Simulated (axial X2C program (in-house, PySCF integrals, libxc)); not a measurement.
# BrB: properties at the nuclei

Aim: properties at the nuclei of BrB, with spin–orbit coupling in the Hamiltonian from the start.

The runs use an in-house X2C program for linear molecules on PySCF integrals; two-component X2C with atomic mean-field terms, Br dyall-cv3z, B dyall-v3z.

All values are calculated.

### 1 The job

Input file task.json:

```json
{"zs": [35, 5], "q": 0, "bas": ["dyall-cv3z", "dyall-v3z"], "r0": 1.99, "levels": ["PBE0", "HF", "B3LYP", "BP86", "BHandHLYP"], "nst": 3}
```

Keys: zs atomic numbers; q charge; bas basis sets; r0 starting distance in Å; levels methods (HF also brings MP2); nst determinants followed.

Run with:

```bash
$ python soeom.py task.json out
```

Further steps of the session: Expectation values, lowest determinant; Expectation values, a higher determinant.

**Question.** What will these runs give? Wanted: lowest determinant; qzz Br; qzz B; μ; higher determinant; Eeff magnitude; Ws magnitude Br; A∥/gI Br (for each run or level that gives them).

As calculated:

| quantity | value |
| --- | --- |
| lowest determinant | Ω = 0 (closed shell) |
| qzz Br (a.u.), PBE0 | 1.91 |
| qzz B (a.u.), PBE0 | -0.43 |
| μ (D), PBE0 | -1.48 |
| higher determinant | Ω = 2 (excess of +ω over −ω: ω = 1/2, ω = 3/2) |
| Eeff magnitude (GV/cm), PBE0, higher determinant | 0.805 |
| Ws magnitude Br (kHz), PBE0, higher determinant | 0.184 |
| A∥/gI Br (MHz), PBE0, higher determinant | 153 |
| qzz Br (a.u.), PBE0, higher determinant | 5.11 |

What this shows: The expectation values come from single determinants, which for open shells can mix terms of unlike spin or miss the lowest Ω, so a determinant need not be a state. Eeff is the effective electric field on the electron dipole moment in this Ω state and Ws the scalar–pseudoscalar constant (defined with the proton number Z and per Ω); A∥ is the parallel hyperfine constant, which follows by multiplying with the nuclear g factor gI = μI/(I μN); qzz is the electric field gradient, eQq0 = 234.96 MHz × Q/barn × qzz; μ is positive if B is the positive end. The operators were transformed with the bare-nucleus X2C matrices.
